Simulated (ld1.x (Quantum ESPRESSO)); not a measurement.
# Changing the settings of a PAW potential for B, part 1 of 2

One potential is built and tested. Then one design choice at a time is changed, to learn what it costs or gains.

The numbers are computed with ld1.x (Quantum ESPRESSO) 7.5 (PBE, scalar-relativistic, spin-unpolarised reference atom).

## Step 1: The design

Typed settings, in words:

| Item | Value |
| --- | --- |
| element | boron (B, Z = 5) |
| type | PAW |
| frozen core | [He] |
| valence charge | 3 |
| reference configuration | 2s2 2p0 (charge +1) |
| partial waves | 2s (bound): rcut 0.80, rcutus 1.15 bohr; 2s channel at 0.7 Ry: rcut 0.80, rcutus 1.15 bohr; 2p (bound, empty): rcut 1.60, rcutus 2.20 bohr; 2p channel at -0.35 Ry: rcut 1.60, rcutus 2.20 bohr; 3d channel at 0.4 Ry: rcut 1.55, rcutus 1.90 bohr; 3d channel at 3 Ry: rcut 1.55, rcutus 1.90 bohr |
| local potential | all-electron potential smoothed inside 2.20 bohr (lloc = -1) |
| core correction | Bessel-smoothed model core inside 1.05 bohr |
| augmentation charge | PSQ, inside the norm-conserving radii |

The outer shells as boxes (Hund's rule for the drawing; the calculation is spin-unpolarised):

```
[He] core
2s [↑↓]
2p [  ][  ][  ]
```

The nodes and maxima of the atom's own shells, from an earlier all-electron run, set the scale for the radii.

All-electron outer shells of the reference configuration (PBE, scalar-relativistic, ld1.x):

```csv
shell,level (eV),outermost node (bohr),outermost maximum (bohr)
1s,-193.63,–,0.21
2s,-19.51,0.46,1.44
2p,-13.36,–,1.41
3d,-2.18,–,4.97
```

## Step 2: Generation of the first potential

The input, B.in:

```
 &input
   title='B', zed=5., rel=1, dft='PBE', iswitch=3,
   config='[He] 2s2 2p0 3d-2',
   nld=3, rlderiv=2.40, eminld=-3.0, emaxld=5.0, deld=0.02
 /
 &inputp
   pseudotype=3, lpaw=.true., tm=.true., lloc=-1, rcloc=2.20,
   nlcc=.true., new_core_ps=.true., rcore=1.05,
   which_augfun='PSQ', rmatch_augfun_nc=.true.,
   file_pseudopw='B.UPF', file_wfcaegen='ae.wfc', file_wfcncgen='nc.wfc', file_beta='beta', file_chi='chi', file_wfcusgen='us.wfc'
 /
6
2S  1  0   2.00   0.00  0.80  1.15  0.0
2S  1  0   0.00   0.70  0.80  1.15  0.0
2P  2  1   0.00   0.00  1.60  2.20  0.0
2P  2  1   0.00  -0.35  1.60  2.20  0.0
3D  3  2  -2.00   0.40  1.55  1.90  0.0
3D  3  2  -2.00   3.00  1.55  1.90  0.0
 &test
   configts(1)='2s2 2p0'
 /
```

Command:

```
$ ld1.x < B.in > B.out
```

Output in B.out (without the banner and most projector matrices):

```text
     Program LD1 v.7.5
     --------------------------- All-electron run ----------------------------

     B
     scalar relativistic calculation

     atomic number is  5.00
     dft =PBE   lsd =0 sic =0 latt =0  beta=0.20 tr2=1.0E-14
     Exchange-correlation= PBE
                           (   1   4   3   4   0   0   0)
     mesh =1059 r(mesh) = 101.04461 a.u. xmin = -7.00 dx = 0.01250
     1 Ry =  13.60569312 eV, c = 137.03599908

     n l     nl                  e(Ry)          e(Ha)          e(eV)
     1 0     1S 1( 2.00)       -14.2313        -7.1156      -193.6261
     2 0     2S 1( 2.00)        -1.4340        -0.7170       -19.5110
     2 1     2P 1( 0.00)        -0.9823        -0.4911       -13.3645

     final scf error:  8.3E-15 reached in  24 iterations

     Etot =     -48.602552 Ry,     -24.301276 Ha,    -661.271412 eV

     Ekin =      48.471480 Ry,      24.235740 Ha,     659.488082 eV
     Encl =    -109.225749 Ry,     -54.612874 Ha,   -1486.092018 eV
     Eh   =      19.239312 Ry,       9.619656 Ha,     261.764175 eV
     Exc  =      -7.087596 Ry,      -3.543798 Ha,     -96.431650 eV

     normalization and overlap integrals

     s(1S/1S) =  1.000000  <r> =   0.3291  <r2> =    0.1471  r(max) =   0.2103
     s(2S/2S) =  1.000000  <r> =   1.7793  <r2> =    3.7514  r(max) =   1.4413
     s(2P/2P) =  1.000000  <r> =   1.8405  <r2> =    4.1964  r(max) =   1.4057

     ------------------------ End of All-electron run ------------------------

     --------------------- Generating PAW atomic setup --------------------

      Generating local potential from pseudized AE potential:
      Matching radius rcloc =   2.2000

      Local pseudo, rcloc= 2.205 Estimated cut-off energy=     4.77 Ry

      Computing core charge for nlcc:

       r > 1.05 : true rho core
      Core charge pseudized with two Bessel functions
      Integrated core pseudo-charge :   0.30
      Wfc-us  2S rcutus= 1.151  Estimated cut-off energy=    31.60 Ry
      Wfc-us  2S rcutus= 1.151  Estimated cut-off energy=    34.71 Ry
      Wfc-us  2P rcutus= 2.205  Estimated cut-off energy=    16.22 Ry
      Wfc-us  2P rcutus= 2.205  Estimated cut-off energy=    20.64 Ry
      Wfc-us  3D rcutus= 1.898  Estimated cut-off energy=    29.44 Ry
      Wfc-us  3D rcutus= 1.898  Estimated cut-off energy=    34.18 Ry

     Required augmentation: PSQ   radius:    2.200000

     Q pseudized with Bessel functions
     Expected ecutrho=     514.1328 due to l1=  0   l2=  2

     Estimated PAW energy =  -10.365228 Ryd

     The PAW screened D coefficients
     0.24237     0.34591     0.00000     0.00000     0.00000     0.00000
     0.34591     0.46857     0.00000     0.00000     0.00000     0.00000
     0.00000     0.00000    -0.44728    -0.29724     0.00000     0.00000
     0.00000     0.00000    -0.29724    -0.19217     0.00000     0.00000
     0.00000     0.00000     0.00000     0.00000    -0.04120    -0.06241
     0.00000     0.00000     0.00000     0.00000    -0.06241    -0.07261

     The PAW descreened D coefficients (US)
     0.31995     0.41540     0.00000     0.00000     0.00000     0.00000
     0.41540     0.52335     0.00000     0.00000     0.00000     0.00000
     0.00000     0.00000     0.05567     0.08829     0.00000     0.00000
     0.00000     0.00000     0.08829     0.09953     0.00000     0.00000
     0.00000     0.00000     0.00000     0.00000    -0.05063    -0.06331
     0.00000     0.00000     0.00000     0.00000    -0.06331    -0.05651

     ------------------- End of pseudopotential generation -------------------

     [... the all-electron block is printed once more ...]


     Computing logarithmic derivative in   2.39129
     Computing logarithmic derivative in   2.39129
     Computing the partial wave expansion
     R is outside the sphere for l=    0 j= 0.00
     R is outside the sphere for l=    0 j= 0.00
     R is outside the sphere for l=    1 j= 0.00
     R is outside the sphere for l=    1 j= 0.00
     R is outside the sphere for l=    2 j= 0.00
     R is outside the sphere for l=    2 j= 0.00

     ---------------------- Testing the pseudopotential ----------------------

     B
     scalar relativistic calculation

     atomic number is  5.00   valence charge is  3.00
     dft = SLA  PW   PBX  PBC   lsd =0 sic =0 latt =0  beta=0.20 tr2=1.0E-14
     mesh =1059 r(mesh) = 101.04461 xmin = -7.00 dx = 0.01250

     n l     nl             e AE (Ry)        e PS (Ry)    De AE-PS (Ry)
     1 0     2S   1( 2.00)       -1.43403       -1.43403        0.00000
     2 1     2P   1( 0.00)       -0.98227       -0.98227        0.00000

     eps = 1.3E-16  iter =  3

     Etot =     -48.602552 Ry,     -24.301276 Ha,    -661.271412 eV
     Etotps =   -10.365230 Ry,      -5.182615 Ha,    -141.026133 eV

     Ekin =       5.059493 Ry,       2.529746 Ha,      68.837903 eV
     Encl =     -10.373978 Ry,      -5.186989 Ha,    -141.145158 eV
     Ehrt =       2.036851 Ry,       1.018425 Ha,      27.712765 eV
     Ecxc =      -7.087595 Ry,      -3.543797 Ha,     -96.431642 eV
     (Ecc =      -0.273173 Ry,      -0.136587 Ha,      -3.716709 eV)

     ---------------------- End of pseudopotential test ----------------------
```

Run time: 2.6 s. Hardware: 1 thread, shared host. This counts the later configuration tests of the new file too.

All-electron and pseudo partial waves u(r) = r·R(r), from the program's wave files:

| r (bohr) | 2s AE | 2s PS |
| --- | --- | --- |
| 0.110 | -0.3077 | 0.0433 |
| 0.220 | -0.3176 | 0.0918 |
| 0.330 | -0.1972 | 0.1496 |
| 0.440 | -0.0295 | 0.2187 |
| 0.550 | 0.1442 | 0.2987 |
| 0.660 | 0.3038 | 0.3868 |
| 0.770 | 0.4404 | 0.4777 |
| 0.880 | 0.5524 | 0.5652 |
| 0.990 | 0.6404 | 0.6428 |
| 1.100 | 0.7049 | 0.7050 |
| 1.210 | 0.7483 | 0.7483 |
| 1.320 | 0.7730 | 0.7730 |
| 1.430 | 0.7818 | 0.7818 |
| 1.540 | 0.7776 | 0.7776 |
| 1.650 | 0.7629 | 0.7629 |
| 1.760 | 0.7401 | 0.7401 |
| 1.870 | 0.7111 | 0.7111 |
| 1.980 | 0.6778 | 0.6778 |
| 2.090 | 0.6416 | 0.6416 |
| 2.200 | 0.6038 | 0.6038 |
| 2.310 | 0.5654 | 0.5654 |
| 2.420 | 0.5270 | 0.5270 |
| 2.530 | 0.4894 | 0.4894 |
| 2.640 | 0.4530 | 0.4530 |
| 2.750 | 0.4180 | 0.4180 |
| 2.860 | 0.3847 | 0.3847 |

## Step 3: Testing the new file in other configurations

The input, B.test.in:

```
 &input
   title='B', zed=5., rel=1, dft='PBE', iswitch=2,
   config='[He] 2s2 2p0 3d-2'
 /
 &test
   file_pseudo='B.UPF', nconf=8,
   configts(1)='2s2 2p0',
   configts(2)='2s2 2p1',
   configts(3)='2s1 2p0',
   configts(4)='2s2 2p0.5',
   configts(5)='2s2 2p1.3',
   configts(6)='2s1 2p1',
   configts(7)='2s0 2p3',
   configts(8)='2s1 2p2'
 /
```

Command:

```
$ ld1.x < B.test.in > B.test.out
```

B.test.out, the pseudopotential blocks:

```text
     ---------------------- Testing the pseudopotential ----------------------

     B
     scalar relativistic calculation

     atomic number is  5.00   valence charge is  3.00
     dft =SLA  PW   PBX  PBC   lsd =0 sic =0 latt =0  beta=0.20 tr2=1.0E-14
     mesh =1059 r(mesh) = 101.04461 xmin = -7.00 dx = 0.01250

     n l     nl             e AE (Ry)        e PS (Ry)    De AE-PS (Ry)
     1 0     2S   1( 2.00)       -1.43403       -1.43403        0.00000
     2 1     2P   1( 0.00)       -0.98227       -0.98227        0.00000

     eps = 1.3E-16  iter =  3

     Etot =     -48.602552 Ry,     -24.301276 Ha,    -661.271411 eV
     Etotps =   -10.365230 Ry,      -5.182615 Ha,    -141.026133 eV

     Ekin =       5.059493 Ry,       2.529746 Ha,      68.837903 eV
     Encl =     -10.373978 Ry,      -5.186989 Ha,    -141.145158 eV
     Ehrt =       2.036851 Ry,       1.018425 Ha,      27.712765 eV
     Ecxc =      -7.087595 Ry,      -3.543797 Ha,     -96.431642 eV
     (Ecc =      -0.273173 Ry,      -0.136587 Ha,      -3.716709 eV)

     ---------------------- End of pseudopotential test ----------------------

     ---------------------- Testing the pseudopotential ----------------------

     B
     [...]
     n l     nl             e AE (Ry)        e PS (Ry)    De AE-PS (Ry)
     1 0     2S   1( 2.00)       -0.69405       -0.69405       -0.00000
     2 1     2P   1( 1.00)       -0.26511       -0.26515        0.00004

     eps = 1.0E-15  iter =  9

     Etot =     -49.206684 Ry,     -24.603342 Ha,    -669.491038 eV
     Etotps =   -10.969410 Ry,      -5.484705 Ha,    -149.246423 eV
     dEtot_ae =      -0.604131 Ry
     dEtot_ps =      -0.604180 Ry,   Delta E=       0.000049 Ry

     [...]
     ---------------------- End of pseudopotential test ----------------------

     ---------------------- Testing the pseudopotential ----------------------

     B
     [...]
     n l     nl             e AE (Ry)        e PS (Ry)    De AE-PS (Ry)
     1 0     2S   1( 1.00)       -2.31339       -2.31368        0.00029
     2 1     2P   1( 0.00)       -1.87356       -1.87350       -0.00006

     eps = 5.2E-15  iter =  6

     Etot =     -46.734041 Ry,     -23.367020 Ha,    -635.849013 eV
     Etotps =    -8.496596 Ry,      -4.248298 Ha,    -115.602077 eV
     dEtot_ae =       1.868512 Ry
     dEtot_ps =       1.868634 Ry,   Delta E=      -0.000122 Ry

     [...]
     ---------------------- End of pseudopotential test ----------------------

     ---------------------- Testing the pseudopotential ----------------------

     B
     [...]
     n l     nl             e AE (Ry)        e PS (Ry)    De AE-PS (Ry)
     1 0     2S   1( 2.00)       -1.03851       -1.03852        0.00001
     2 1     2P   1( 0.50)       -0.59442       -0.59447        0.00005

     eps = 1.9E-16  iter =  7

     Etot =     -48.994466 Ry,     -24.497233 Ha,    -666.603665 eV
     Etotps =   -10.757163 Ry,      -5.378582 Ha,    -146.358663 eV
     dEtot_ae =      -0.391914 Ry
     dEtot_ps =      -0.391934 Ry,   Delta E=       0.000020 Ry

     [...]
     ---------------------- End of pseudopotential test ----------------------

     ---------------------- Testing the pseudopotential ----------------------

     B
     [...]
     n l     nl             e AE (Ry)        e PS (Ry)    De AE-PS (Ry)
     1 0     2S   1( 2.00)       -0.51890       -0.51888       -0.00002
     2 1     2P   1( 1.30)       -0.10161       -0.10163        0.00002

     eps = 7.6E-15  iter =  9

     Etot =     -49.260950 Ry,     -24.630475 Ha,    -670.229365 eV
     Etotps =   -11.023688 Ry,      -5.511844 Ha,    -149.984915 eV
     dEtot_ae =      -0.658398 Ry
     dEtot_ps =      -0.658458 Ry,   Delta E=       0.000061 Ry

     [...]
     ---------------------- End of pseudopotential test ----------------------

     ---------------------- Testing the pseudopotential ----------------------

     B
     [...]
     n l     nl             e AE (Ry)        e PS (Ry)    De AE-PS (Ry)
     1 0     2S   1( 1.00)       -1.43999       -1.44022        0.00023
     2 1     2P   1( 1.00)       -0.98910       -0.98923        0.00013

     eps = 9.5E-15  iter =  7

     Etot =     -48.151191 Ry,     -24.075596 Ha,    -655.130332 eV
     Etotps =    -9.913825 Ry,      -4.956912 Ha,    -134.884461 eV
     dEtot_ae =       0.451361 Ry
     dEtot_ps =       0.451405 Ry,   Delta E=      -0.000044 Ry

     [...]
     ---------------------- End of pseudopotential test ----------------------

     ---------------------- Testing the pseudopotential ----------------------

     B
     [...]
     n l     nl             e AE (Ry)        e PS (Ry)    De AE-PS (Ry)
     1 0     2S   1( 0.00)       -0.75829       -0.75853        0.00025
     2 1     2P   1( 3.00)       -0.32646       -0.32650        0.00004

     eps = 2.4E-16  iter = 10

     Etot =     -48.345216 Ry,     -24.172608 Ha,    -657.770177 eV
     Etotps =   -10.107841 Ry,      -5.053921 Ha,    -137.524186 eV
     dEtot_ae =       0.257336 Ry
     dEtot_ps =       0.257388 Ry,   Delta E=      -0.000052 Ry

     [...]
     ---------------------- End of pseudopotential test ----------------------

     ---------------------- Testing the pseudopotential ----------------------

     B
     [...]
     n l     nl             e AE (Ry)        e PS (Ry)    De AE-PS (Ry)
     1 0     2S   1( 1.00)       -0.72916       -0.72924        0.00007
     2 1     2P   1( 2.00)       -0.29827       -0.29830        0.00004

     eps = 7.8E-15  iter = 11

     Etot =     -48.776654 Ry,     -24.388327 Ha,    -663.640180 eV
     Etotps =   -10.539391 Ry,      -5.269695 Ha,    -143.395717 eV
     dEtot_ae =      -0.174101 Ry
     dEtot_ps =      -0.174161 Ry,   Delta E=       0.000060 Ry

     [...]
     ---------------------- End of pseudopotential test ----------------------
```

The tests as a table, with energies relative to 2s2 2p0. The frozen-core shift comes from a second all-electron run, not shown, with the core orbitals held at their reference shape; it is that run's ΔE less the relaxed one.

```tsv
valence configuration	charge	ΔE all-electron (eV)	error AE − PS (meV)	frozen-core shift (meV)
2s2 2p1	0	-8.220	+0.7	+0.3
2s1 2p0	+2	25.422	-1.7	+3.6
2s2 2p0.5	+0.5	-5.332	+0.3	+0.1
2s2 2p1.3	-0.3	-8.958	+0.8	+0.3
2s1 2p1	+1	6.141	-0.6	+0.5
2s0 2p3	0	3.501	-0.7	+1.6
2s1 2p2	0	-2.369	+0.8	+0.5
```

## Step 4: Logarithmic derivatives

Taken from the files of the generation run. The phase is arctan(r·u′/u) with u = r·R, unwrapped, with energies in Ry. A pole is an energy at which the radial function vanishes at the test radius. The pseudo phase is shifted by a multiple of π to meet the all-electron one at the reference energy. Levels narrower than the energy grid can be missing from the poles. The last column is the largest difference on the grid between −1 and +1 Ry.

```tsv
channel	radius (bohr)	reference (Ry)	poles AE	poles PS	window around the reference with phases within 0.05 rad (Ry)	largest difference near zero (rad)
s	2.39	-1.43	-0.65	-0.65	the whole range	0.000
p	2.39	-0.98	-0.29	-0.29	the whole range	0.001
d	2.39	0.40	2.99	2.99	the whole range	0.000
```

Phases (rad) along the scan:

| E (Ry) | p AE | p PS | s AE | s PS |
| --- | --- | --- | --- | --- |
| -3.00 | 1.262 | 1.262 | 1.197 | 1.197 |
| -2.52 | 1.205 | 1.206 | 1.078 | 1.078 |
| -2.04 | 1.099 | 1.099 | 0.724 | 0.724 |
| -1.56 | 0.804 | 0.805 | -0.681 | -0.681 |
| -1.08 | -0.547 | -0.547 | -1.394 | -1.394 |
| -0.60 | -1.412 | -1.412 | -1.585 | -1.585 |
| -0.12 | -1.627 | -1.627 | -1.686 | -1.686 |
| 0.36 | -1.749 | -1.748 | -1.767 | -1.767 |
| 0.84 | -1.868 | -1.867 | -1.856 | -1.856 |
| 1.32 | -2.048 | -2.044 | -1.986 | -1.986 |
| 1.80 | -2.455 | -2.436 | -2.232 | -2.232 |
| 2.28 | -3.441 | -3.393 | -2.836 | -2.837 |
| 2.76 | -4.153 | -4.129 | -3.769 | -3.770 |
| 3.24 | -4.412 | -4.400 | -4.232 | -4.233 |
| 3.72 | -4.534 | -4.527 | -4.425 | -4.426 |
| 4.20 | -4.606 | -4.602 | -4.527 | -4.527 |
| 4.68 | -4.656 | -4.655 | -4.590 | -4.590 |

## Step 5: Cutoff and ghost test in a Bessel basis

A separate test, outside the generator: the pseudo-atom's Hamiltonian at the reference potential is diagonalised in spherical Bessel functions j_l(qr) that vanish at 20 bohr, with q² up to the cutoff.

All-electron valence levels (Ry): 2s -1.4340, 2p -0.9823. The lowest levels of each channel (Ry) by cutoff; the last column sums, over occupied levels, occupation times the distance from the level at 400 Ry. A positive value at high cutoff is not a bound level.

| cutoff (Ry) | s #1 | p #1 | d #1 | f #1 | Σ f·Δε (mRy) |
| --- | --- | --- | --- | --- | --- |
| 8 | -1.3702 | -0.9277 | -0.1592 | -0.0443 | 128.1 |
| 10 | -1.3862 | -0.9627 | -0.1595 | -0.0443 | 96.1 |
| 12 | -1.4013 | -0.9775 | -0.1597 | -0.0443 | 65.8 |
| 15 | -1.4136 | -0.9821 | -0.1598 | -0.0443 | 41.3 |
| 18 | -1.4255 | -0.9823 | -0.1599 | -0.0443 | 17.4 |
| 21 | -1.4299 | -0.9823 | -0.1599 | -0.0443 | 8.6 |
| 25 | -1.4323 | -0.9824 | -0.1599 | -0.0443 | 3.8 |
| 30 | -1.4338 | -0.9824 | -0.1599 | -0.0443 | 0.9 |
| 35 | -1.4341 | -0.9824 | -0.1599 | -0.0443 | 0.3 |
| 40 | -1.4341 | -0.9824 | -0.1599 | -0.0443 | 0.3 |
| 400 | -1.4342 | -0.9824 | -0.1599 | -0.0443 | 0.0 |

The sum stays within 10 mRy from 21 Ry and within 1 mRy from 30 Ry. The sum leaves out empty levels, which can need more. Ghost test: no level below the all-electron spectrum of its channel (s, p, d, f tested).

(Continued in part 2 of 2.)
